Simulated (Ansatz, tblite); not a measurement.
**The cluster B₇H₁₃: one state, many levels**

How do method and basis change the picture of the cluster B₇H₁₃ (singlet)?

Computed with Ansatz 0.2.0, Gaussian basis. Level: as each input shows.

The runs, in order: GFN1-xTB, GFN2-xTB, PBE-D4/def2-TZVP, r2SCAN-D4/def2-TZVP, LC-ωPBE/def2-TZVP, BHLYP-D4/def2-TZVP, B97M-V/def2-TZVP, PBE-D4/def2-SVP, PBE0-D4/def2-SVP, CCSD(T)/def2-SVP, MP2/def2-TZVP.

3 further runs of the same task are left out: 3 set aside as unsound or not needed. Runs told in other sessions of the task aren't counted.

### Step 1. The geometry

The singlet was relaxed beforehand with B3LYP-D4/def2-SVP. At that level it is the lowest of the isomers that a small search found.

20 atoms, charge 0, spin multiplicity 1.

Bond lengths: B1–B3 1.790 Å, B1–B4 1.874 Å, B1–B7 1.799 Å, B1–H18 1.201 Å, B2–B3 1.790 Å, B2–B5 1.723 Å, B2–B6 1.749 Å, B2–H11 1.196 Å, B2–H15 1.374 Å, B2–H20 1.345 Å, B3–B5 1.827 Å, B3–B7 1.825 Å, B3–H13 1.199 Å, B3–H20 1.321 Å, B4–B5 1.748 Å, B4–B6 1.786 Å, B4–H10 1.196 Å and more. Angles: B3–B1–B4 104.0°, B3–B1–B7 61.1°, B3–B1–H18 119.5°, B4–B1–B7 124.8°, B4–B1–H18 111.3°, B7–B1–H18 122.3°, B3–B2–B5 62.6°, B3–B2–B6 108.4°, B3–B2–H11 127.5°, B3–B2–H15 116.7°, B3–B2–H20 47.2°, B5–B2–B6 60.2°, B5–B2–H11 129.6°, B5–B2–H15 104.2° and more.

PBE0-D4/def2-TZVP was run before; its log isn't repeated, and its numbers join the tables.

### Step 2. GFN1-xTB

Tight binding, by tblite at 300 K electronic temperature and without a spin-polarisation term:

```python
tblite.interface.Calculator('GFN1-xTB', numbers, positions, charge=0, uhf=0).singlepoint()
```

Energy -451.7251 eV, HOMO -10.74 eV, LUMO -6.41 eV; 0.009 s.

### Step 3. GFN2-xTB

Tight binding, by tblite at 300 K electronic temperature and without a spin-polarisation term:

```python
tblite.interface.Calculator('GFN2-xTB', numbers, positions, charge=0, uhf=0).singlepoint()
```

Energy -412.3765 eV, HOMO -8.81 eV, LUMO -5.20 eV; 0.007 s.

### Step 4. PBE-D4/def2-TZVP

start.molden holds the orbitals of an earlier run on this state, given as this run's starting guess.

The input, in.yaml:

```yaml
crystal:
  periodic: [false, false, false]
  atoms:
    - {symbol: B, position_ang: [0.228357, 1.239445, -0.433247]}
    - {symbol: B, position_ang: [-0.809583, -1.464684, 0.030470]}
    - {symbol: B, position_ang: [-1.239955, 0.215707, -0.409899]}
    - {symbol: B, position_ang: [1.632641, 0.026246, -0.172858]}
    - {symbol: B, position_ang: [0.257205, -0.626185, -1.032095]}
    - {symbol: B, position_ang: [0.918260, -1.542685, 0.293295]}
    - {symbol: B, position_ang: [-1.058194, 1.593072, 0.772769]}
    - {symbol: H, position_ang: [1.552194, -2.556112, 0.289999]}
    - {symbol: H, position_ang: [-1.901183, 2.424113, 0.548684]}
    - {symbol: H, position_ang: [2.739166, 0.049707, -0.626333]}
    - {symbol: H, position_ang: [-1.451942, -2.454979, -0.159724]}
    - {symbol: H, position_ang: [0.017177, 2.253716, 0.550855]}
    - {symbol: H, position_ang: [-2.162022, 0.279306, -1.173327]}
    - {symbol: H, position_ang: [0.367190, -0.933256, -2.183582]}
    - {symbol: H, position_ang: [-0.077157, -1.633454, 1.180309]}
    - {symbol: H, position_ang: [1.401954, 1.142636, 0.370392]}
    - {symbol: H, position_ang: [-0.913818, 1.174373, 1.899684]}
    - {symbol: H, position_ang: [0.436773, 1.951723, -1.376996]}
    - {symbol: H, position_ang: [1.629218, -0.610079, 1.000547]}
    - {symbol: H, position_ang: [-1.566262, -0.528621, 0.631036]}
basis:
  gaussian: {orbitals: def2-TZVP, initial_orbitals: start.molden}
hamiltonian: {xc: pbe, dispersion: d4}
scf: {omitted_lower_state_checks: [starts]}
output: {forces: true, orbitals: {seedname: orbitals}}
```

The run is started by

```bash
ansatz run in.yaml --threads 4 --pin off --events-out ev --progress --plain --max-ram 4787MiB
```

Further steps of the session: r2SCAN-D4/def2-TZVP; LC-ωPBE/def2-TZVP; BHLYP-D4/def2-TZVP; B97M-V/def2-TZVP; PBE-D4/def2-SVP; PBE0-D4/def2-SVP; CCSD(T)/def2-SVP; MP2/def2-TZVP.

**Question.** What will the summary of the whole plan be? Wanted: gap in def2-TZVP, named functionals, smallest and largest; correlation energy, CCSD(T)/def2-SVP; correlation energy, MP2/def2-TZVP; binding an atom, CCSD(T)/def2-SVP; PBE0 total energy, smallest basis above largest.

**Answer**, as computed:

| quantity | value |
| --- | --- |
| gap in def2-TZVP, named functionals, smallest and largest | 4.09 eV (PBE-D4), 10.44 eV (LC-ωPBE) |
| correlation energy, CCSD(T)/def2-SVP | -23.55 eV |
| correlation energy, MP2/def2-TZVP | -23.45 eV |
| binding an atom, CCSD(T)/def2-SVP | 3.499 eV |
| PBE0 total energy, smallest basis above largest | 4.97 eV (def2-SVP, def2-TZVP) |

What this shows: Over the named functionals in def2-TZVP the gap runs from 4.09 eV (PBE-D4) to 10.44 eV (LC-ωPBE); exact exchange widens it. The functionals in def2-TZVP miss CCSD(T)/def2-SVP by +0.083 (BHLYP-D4) to +0.230 eV (PBE-D4) an atom. The yardstick is in a double-zeta basis, so levels in larger sets aren't compared like for like. CCSD(T)/def2-SVP isn't at the basis-set limit; small misses against it rank nothing.
